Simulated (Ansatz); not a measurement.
ZrH3, space group Pm-3m, a comparison of functionals at one structure

Run with the Ansatz DFT code, driven from Python.

`xc_zrh3.py`
```python
"""One structure of ZrH3 under several functionals."""

import ansatz
import pandas as pd


def main() -> None:
    zrh3 = (
        ansatz.Lattice.cubic(3.126038)
        .space_group(221)
        .atom("Zr", (0.0, 0.0, 0.0))
        .atom("H", (0.0, 0.5, 0.5))
    )

    calculation = (
        zrh3.calculation()
        .scf(max_iterations=60)
        .basis(260)
        .kpoints(6)  # sampling of the Brillouin zone
        .occupations("methfessel_paxton", width=0.05)
        .stress()  # positive in compression
    )

    rows = []
    for value in ["blyp", "pbesol", "lda"]:
        report = calculation.functional(value).run(threads=1, pin="off").report
        rows.append((value, report["free_energy_ev"] / len(report["lattice"]["sites"]), report["n_iterations"], sum(report["stress_gpa"][i][i] for i in range(3)) / 3, report["n_kpoints"]))

    table = pd.DataFrame(rows, columns=["functional", "F/atom (eV)", "iterations", "P (GPa)", "k-points"])
    print(table.round(5).to_string(index=False))


if __name__ == "__main__":
    main()
```

```console
$ python xc_zrh3.py
DeckWarning: basis.ecutwfc = 260 eV is below the records' recommended 420 eV, and the density's cutoff is lower with it unless basis.ecutrho_ratio is high enough to keep the records' density cutoff: compare with a run at a higher cutoff
functional  F/atom (eV)  iterations  P (GPa)  k-points
      blyp  -1061.16817           6  5.00683        20
    pbesol  -1044.16649           6 -2.73669        20
       lda  -1031.37791           6 -5.23847        20
```
(Warnings from the package without file and line.)

Caveats:
- The cutoff lies under the one recommended for these potentials.
- Spin is left out of this run.
- Under the recommended cutoff a pressure can be off by several GPa, even in sign.
- BLYP can be off by several per cent in the lattices of metals, and by several GPa in the pressure at a fixed cell.
- For a metal this k-point mesh is coarse: on a finer one energies can move by several to tens of meV an atom and pressures by half a GPa or more, differences at one mesh by less.
- Pressure is positive in compression.
- This cell is a computed structure, which may not be the phase found in nature.
- Total energies of different functionals can't be compared; pressures, moments and gaps at this one structure can.
- Finished in 3 s on 1 thread of Intel(R) Xeon(R) Platinum 8488C (Sapphire Rapids) (shared host), peak memory 0.4 GiB.

(Lines on the test bed's own set-up are left out of the output.)
